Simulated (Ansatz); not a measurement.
# Ga4O: the cost of one run

Program: Ansatz 0.2.0. Level of theory: DFT PBE, scalar-relativistic, plane waves, PAW. These are calculated values, not measurements.

**1. The starting structure**

It takes space group Pm-3m (No. 221, cubic). Conventional cell: a = 4.268 Å, b = 4.268 Å, c = 4.268 Å, α = 90.00°, β = 90.00°, γ = 90.00°. Around Ga (site symmetry m-3m) lie 6 Ga at 2.13 Å. Ga (site symmetry 4/mmm) is surrounded by 10 Ga at 2.13 to 3.02 Å and 4 O at 3.02 Å. O (site symmetry m-3m) is surrounded by 12 Ga at 3.02 Å.

As a file:

```
CELL_PARAMETERS angstrom
4.26770 0.00000 0.00000
0.00000 4.26770 0.00000
0.00000 0.00000 4.26770
ATOMIC_POSITIONS crystal
Ga 0.50000 0.50000 0.50000
Ga 0.00000 0.50000 0.50000
Ga 0.50000 0.00000 0.50000
Ga 0.50000 0.50000 0.00000
O 0.00000 0.00000 0.00000
```

A structure generator made this guess: species swapped into a database cell of Mn4N (Pm-3m, No. 221). Its size is a rough estimate.

**2. The guess as it stands, on a coarse mesh**

File input.yaml:

```yaml
crystal:
  lattice:
    - [4.26769719, 0.0, 0.0]
    - [0.0, 4.26769719, 0.0]
    - [0.0, 0.0, 4.26769719]
  atoms:
    - { symbol: Ga, position: [0.5, 0.5, 0.5] }
    - { symbol: Ga, position: [0.0, 0.5, 0.5] }
    - { symbol: Ga, position: [0.5, 0.0, 0.5] }
    - { symbol: Ga, position: [0.5, 0.5, 0.0] }
    - { symbol: O, position: [0.0, 0.0, 0.0] }
basis:
  ecutwfc: 420
kpoints:
  mp_grid: { grid: [4, 4, 4] }
hamiltonian:
  xc: pbe
scf:
  occupations: { method: gaussian, width: 0.1 }
  lower_state_search: "off"
output:
  forces: true
  stress: true
  eigenvalues: true
```

The run is started by

```
$ ansatz run input.yaml --threads 1 --pin off --max-ram 2560MiB --backend cpu --events-out ev --progress --plain --runs-dir out
```

Q: Estimate wall time and peak memory on 1 thread of Intel Xeon at 2.50GHz (Skylake/Cascade Lake), shared host.

About 3.5 s, with a peak of 0.35 GiB.
